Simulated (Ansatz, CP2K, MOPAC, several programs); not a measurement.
## In3SbAs2 (ordering on zincblende) from semi-empirical methods to plane-wave DFT

In3SbAs2, ordered on the zincblende lattice (I-4m2) with 6 atoms a cell, relaxed with r2SCAN in Ansatz, was computed with several methods. Space group I-4m2 (No. 119), tetragonal; conventional cell a = 4.429 Å, c = 18.760 Å, 30.66 Å³ an atom. As has 4 In at 2.67 Å; In has 4 As at 2.67 Å; In has 2 As at 2.67 Å and 2 Sb at 2.80 Å; Sb has 4 In at 2.80 Å. The cell comes from a prototype generator: it can be a known phase or a hypothetical one. Spin polarisation is off.

```
CELL_PARAMETERS angstrom
-2.21430 2.21430 9.38012
2.21430 -2.21430 9.38012
2.21430 2.21430 -9.38012
ATOMIC_POSITIONS crystal
As 0.17069 0.17069 0.00000
In 0.75000 0.25000 0.50000
As 0.82931 0.82931 0.00000
In 0.40888 0.90888 0.50000
Sb 0.50000 0.50000 0.00000
In 0.09112 0.59112 0.50000
```

Gaps and times are for a single point on this cell; volume and bulk modulus come from each method's own relaxation or energy curve at fixed shape, which is too stiff where a cell has free coordinates or axes. Times are rough, from shared hosts (Arm Neoverse N1), and each method has its own mesh and cell size. A double dagger marks a value from a curve with shape and coordinates held. PM6 (MOPAC), PM7 (MOPAC) treat a cluster of cells at its zone centre, which samples few k points: where these miss a band edge, the gap comes out too large for that reason alone. Gaps from k meshes are read at a limited set of points (mesh, symmetry points, PBE's band edges), so each method's own least gap may be somewhat smaller. xTB and the PM methods were fitted mostly to molecules, and can miss a solid's gap by electronvolts. Minimal bases can be far off for gaps. d marks a direct gap, i an indirect one (no mark: not told apart), a dash a value that wasn't computed or didn't pass its checks.

```tsv
method	kind	gap (eV)	own volume (Å³/atom)	bulk modulus (GPa)	atoms computed	processor time
PM6 (MOPAC)	semi-empirical	4.65	–	–	48	6.7 s
PM7 (MOPAC)	semi-empirical	5.57	28.40‡	85‡	48	8.9 s
light PBE (260 eV, its own mesh)	light plane-wave	0	–	–	6	14 s
PBE	semilocal	0	31.83	44‡	6	110 s
PBE/SZV (CP2K)	small basis	0	32.97‡	45‡	6	110 s
r2SCAN	semilocal	0	30.66	52‡	6	3.4 min
PBE/DZVP (CP2K)	small basis	0	32.19‡	44‡	6	4.1 min
```

Volumes against r2SCAN's: PBE +3.8 %.

Runs without a result: GFN1-xTB (tblite) (single point), GFN2-xTB (tblite) (single point).

With PBE and r2SCAN the bands overlap or touch, or nearly. Semilocal functionals can close a real gap, so this doesn't show a metal; small gaps of other methods may in turn close between the points read or with spin-orbit coupling, and the solid may be a semimetal.

No spin-orbit coupling is included; it can move band edges with weight on the heavy atoms by tenths of an eV.
